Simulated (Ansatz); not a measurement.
# SrIr2: the cost of one run

Program: Ansatz 0.2.0. Level of theory: DFT PBEsol, scalar-relativistic, plane waves, PAW. These are calculated values, not measurements.

The COD entry's cell or inner coordinates are ideal or old and differ from later refinements, so a difference from it is no clean test against experiment.

1 further run of the same task is left out (set aside as unsound or not needed).

**1. Starting point**

Symmetry: Fd-3m, No. 227, cubic system. Conventional cell: a = 7.639 Å, b = 7.639 Å, c = 7.639 Å, α = 90.00°, β = 90.00°, γ = 90.00°. Sr (site symmetry -43m) has 12 Ir at 3.17 Å and 4 Sr at 3.31 Å as nearest neighbours. Ir (site symmetry -3m) is surrounded by 6 Ir at 2.70 Å.

Coordinates:

```cif
data_structure
_symmetry_space_group_name_H-M 'Fd-3m:1'
_symmetry_Int_Tables_number 227
_cell_length_a 7.6391
_cell_length_b 7.6391
_cell_length_c 7.6391
_cell_angle_alpha 90.000
_cell_angle_beta 90.000
_cell_angle_gamma 90.000
_cell_volume 445.79
loop_
_atom_site_label
_atom_site_type_symbol
_atom_site_symmetry_multiplicity
_atom_site_Wyckoff_symbol
_atom_site_fract_x
_atom_site_fract_y
_atom_site_fract_z
_atom_site_occupancy
Sr1 Sr 8 b 0.00000 0.00000 0.50000 1
Ir1 Ir 16 c 0.12500 0.12500 0.12500 1
```

It is the result of an earlier relaxation at this level (volume 18.57 Å³/atom; gap on the mesh: none (metal)).

**2. Static run: bands, density of states and charges**

input.yaml

```yaml
crystal:
  lattice:
    - [0.0, 3.8195554086, 3.8195554086]
    - [3.8195554086, 0.0, 3.8195554086]
    - [3.8195554086, 3.8195554086, 0.0]
  atoms:
    - { symbol: Sr, position: [0.0, 0.0, 0.0] }
    - { symbol: Sr, position: [0.25, 0.25, 0.25] }
    - { symbol: Ir, position: [0.625, 0.625, 0.625] }
    - { symbol: Ir, position: [0.125, 0.625, 0.625] }
    - { symbol: Ir, position: [0.625, 0.625, 0.125] }
    - { symbol: Ir, position: [0.625, 0.125, 0.625] }
basis:
  ecutwfc: 420
kpoints:
  mp_grid: { grid: [8, 8, 8] }
  band_path:
    path:
      - [[0.0, 0.0, 0.0], [0.5, 0.0, 0.5], [0.625, 0.25, 0.625]]
      - [[0.375, 0.375, 0.75], [0.0, 0.0, 0.0], [0.5, 0.5, 0.5], [0.5, 0.25, 0.75], [0.5, 0.0, 0.5]]
    npoints: 14
hamiltonian:
  xc: pbesol
scf:
  occupations: { method: gaussian, width: 0.1 }
  n_extra_bands: 15
output:
  forces: true
  stress: true
  eigenvalues: true
  populations: true
  dos: { projected: true, de: 0.02, nscf_kmesh: { grid: [12, 12, 12] } }
  bader: true
  write_density: true
  write_potential: true
  elf: true
  volumetric_format: npy
```

Run with:

```bash
$ ansatz run input.yaml --threads 2 --pin off --max-ram 5120MiB --backend cpu --events-out ev --progress --plain --runs-dir out
```

What time and memory should one allow on 2 threads of AMD EPYC 7R43 (Zen 3), shared host?

About 58 s, with a peak of 0.64 GiB.
